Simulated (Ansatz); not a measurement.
HPbNO4:

```
CELL_PARAMETERS angstrom
3.85404 0.14384 0.09012
-0.25320 5.52698 0.16471
-0.48197 -1.92720 5.72025
ATOMIC_POSITIONS crystal
H 0.10913 0.65718 0.54463
Pb 0.61029 0.52127 0.15100
N 0.91580 0.96263 0.95867
O 0.01384 0.13639 0.88084
O 0.72398 0.01057 0.12858
O 0.00389 0.73732 0.87043
O 0.11927 0.59324 0.37651
```

The cell was built by a generator and needn't be a form met in nature.

Base run:

* Program: Ansatz 0.2.0
* Functional: PBE
* Potentials or basis: all-electron LAPW, scalar-relativistic
* Cutoff: 730 eV (chosen from the basis error)
* Basis error allowed: 0.002 eV/atom
* k mesh: 7 × 5 × 5
* Occupations: fermi-dirac, width 0.05 eV
* Spin: no spin polarisation

Its results: band gap on the k mesh 3.17 eV, indirect (least direct gap 3.25 eV); pressure -0.1 GPa; largest force 0.052 eV/Å.

The run is repeated on the same cell with these changes: k mesh from 7 × 5 × 5 to 4 × 3 × 3. What comes out?

Band gap on the k mesh 3.24 eV, indirect (least direct gap 3.33 eV); pressure -0.1 GPa; largest force 0.054 eV/Å.

Caveats: spin-orbit coupling is left out, which as a rule narrows the gap of such compounds by several tenths of an eV.

A k mesh can miss the band edges.
